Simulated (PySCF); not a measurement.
# C₄H₁₀BNO: electronic excitations

Aim: predict the electronic excitations of C₄H₁₀BNO (`C#[N+][B@@H-](C)COC`).

Programs: PySCF 2.14.0, with density-fitted response routines of our own. Each step states its level of theory. These are calculated values for one molecule in the gas phase, unless marked as measured. Atoms are numbered from 0 throughout.

### Step 1. Starting geometry

17 atoms, charge 0, multiplicity 1; geometry from: GFN2-xTB.

Bonds of the start (Å): C0–N1 1.15, N1–B2 1.45, B2–C3 1.63, B2–C4 1.65, C4–O5 1.42, O5–C6 1.40, C0–H7 1.05, B2–H8 1.19, C3–H9 1.09, C3–H10 1.09, C3–H11 1.09, C4–H12 1.10, C4–H13 1.10, C6–H14 1.10, C6–H15 1.09, C6–H16 1.10.

### Step 2. TDDFT and polarisability: PBE0/def2-SVPD

What the job is given:

```
{"job": {"kind": "uv", "xc": "PBE0", "basis": "def2-SVPD", "nstates": 8, "ntriplets": 3}, "charge": 0, "multiplicity": 1}
C     -1.163877     2.371385     0.689812
N     -1.129753     1.227613     0.760063
B     -0.992674    -0.217807     0.810445
C     -2.220867    -0.870640    -0.046619
C      0.472836    -0.510874     0.108659
O      1.485695     0.290254     0.706164
C      2.765874     0.003501     0.218919
H     -1.190588     3.422358     0.637966
H     -1.006691    -0.509514     1.962287
H     -3.188343    -0.627245     0.386566
H     -2.131084    -1.953055    -0.056620
H     -2.225605    -0.534181    -1.081051
H      0.450767    -0.310529    -0.975026
H      0.728692    -1.573101     0.232116
H      3.042762    -1.042966     0.407140
H      3.461365     0.659048     0.741730
H      2.834494     0.187784    -0.862998
```

Method: TDDFT PBE0/def2-SVPD, vertical, gas phase, core orbitals frozen in the response.

Run with:

```
OMP_NUM_THREADS=1 python probes_run.py task.json out
```

The driver reads the jobs from task.json and runs them one after another.

Predict these results of the whole session: lowest singlet (PBE0/def2-SVPD); brightest single state of those computed; lowest triplet; surface potential, 1st and 99th percentile.

The runs gave:

```
                                quantity                        value
         lowest singlet (PBE0/def2-SVPD)  4.73 eV (262 nm), f = 0.001
brightest single state of those computed  state 6, 6.14 eV, f = 0.292
                          lowest triplet                      4.48 eV
   surface potential, 1st and 99th percentile           -1.68 V and 2.91 V
```

What this shows: The lowest singlet, at 4.73 eV, is HOMO→LUMO 0.70, HOMO→LUMO+1 0.29 and is weak; of the 8 states computed, the strongest absorption comes from state 6 at 6.14 eV. The lowest triplet lies 0.26 eV below the lowest singlet (triplets in Tamm-Dancoff, singlets in full TDDFT). At PBE0/def2-SVPD, counted by nearest atom on the grid, the HOMO lies on O5 60 %; H12 10 %, the LUMO on C0 37 %; N1 31 %.
